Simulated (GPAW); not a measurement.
Input of a GPAW 26.7.0 run:

File run.py:

```python
import numpy as np
from ase import Atoms
from ase.dft.bandgap import bandgap
from ase.io import write
from ase.units import GPa
from gpaw import GPAW, PW, setup_paths
from gpaw.spinorbit import soc_eigenstates

setup_paths.insert(0, '.')

atoms = Atoms(['Sn', 'Sn', 'Sn', 'Se'],
              cell=[[0.0, 3.733138, 3.733138],
                    [3.733138, 0.0, 3.733138],
                    [3.733138, 3.733138, 0.0]],
              scaled_positions=[[0.5, 0.5, 0.5],
                                [0.75, 0.75, 0.75],
                                [0.25, 0.25, 0.25],
                                [0.0, 0.0, 0.0]],
              pbc=True)

calc = GPAW(mode=PW(600),
            xc='PBEsol',
            kpts={'size': (6, 6, 6), 'gamma': True},
            occupations={'name': 'fermi-dirac', 'width': 0.05},
            nbands=38,
            convergence={'density': 1e-05, 'energy': 1e-05},
            maxiter=150,
            txt='gpaw.txt')
atoms.calc = calc
energy = atoms.get_potential_energy()
forces = atoms.get_forces()
stress = atoms.get_stress()
calc.write('gs.gpw')
write('result.traj', atoms)
print(f'Energy: {energy:.6f} eV')
print('Forces (eV/A):')
print(forces.round(4))
print('Stress (GPa):', (stress / GPa).round(3))
print('Fermi level:', round(calc.get_fermi_level(), 4), 'eV')
print(f'Gap: {bandgap(calc)[0]:.4f} eV, direct: {bandgap(calc, direct=True)[0]:.4f} eV')

path = atoms.cell.bandpath('GXWKGLUWLK,UX', npoints=80, eps=1e-4)
bs_calc = calc.fixed_density(kpts=path, symmetry='off', nbands=59,
                             convergence={'bands': 'CBM+6.0', 'eigenstates': 1e-6}, txt='bands.txt')
bs = bs_calc.band_structure()
bs.write('bs.json')
print(f'Gap on the path: {bandgap(bs_calc)[0]:.4f} eV')

soc = soc_eigenstates(bs_calc, theta=54.7, phi=45)
np.savetxt('soc_bands.dat', soc.eigenvalues(), fmt='%.4f')
mesh = soc_eigenstates('gs.gpw', theta=54.7, phi=45)
np.savetxt('soc_mesh.dat', mesh.eigenvalues(), fmt='%.4f')
print('Fermi level with spin-orbit coupling:', round(mesh.fermi_level, 4), 'eV')
```

Potentials or basis: PAW data sets generated in the run's folder for this functional, pw.

Run with:

```sh
$ gpaw-setup -f PBEsol Se Sn
$ OMP_NUM_THREADS=1 python run.py
```

Problem. What does it give for the pressure?

Solution. -3.4 GPa.

Problem. What does it give for the band gap along the path?

Solution. None (metal or under the smearing width).

Levels at the corners of the path, in eV from the Fermi level:
```csv
point,band 44,band 45,band 46,band 47,band 48,band 49,band 50,band 51,band 52,band 53
Γ,-2.75,-1.63,-1.63,-1.16,-1.16,-1.16,-1.16,-0.96,-0.96,-0.35
X,-0.35,0.34,0.34,0.59,0.59,0.91,0.91,2.52,2.52,2.97
W,-2.31,-2.23,-2.23,0.84,0.84,0.86,0.86,2.97,2.97,3.31
K,-1.46,-1.14,-1.14,-0.11,-0.11,1.42,1.42,1.67,1.67,2.82
Γ,-2.75,-1.63,-1.63,-1.16,-1.16,-1.16,-1.16,-0.96,-0.96,-0.35
L,-2.34,-2.00,-2.00,-0.87,-0.87,0.31,0.31,1.89,1.89,2.28
U,-1.46,-1.14,-1.14,-0.11,-0.11,1.42,1.42,1.67,1.67,2.82
W,-2.31,-2.23,-2.23,0.84,0.84,0.86,0.86,2.97,2.97,3.31
L,-2.34,-2.00,-2.00,-0.87,-0.87,0.31,0.31,1.89,1.89,2.28
K,-1.46,-1.14,-1.14,-0.11,-0.11,1.42,1.42,1.67,1.67,2.82
U,-1.46,-1.14,-1.14,-0.11,-0.11,1.42,1.42,1.67,1.67,2.82
X,-0.35,0.34,0.34,0.59,0.59,0.91,0.91,2.52,2.52,2.97
```

Caveat: spin-orbit coupling was added after a scalar SCF, so levels and gaps hold it while energy, forces, pressure and moments don't; this program's spin-orbit splittings come out too wide for heavy elements.
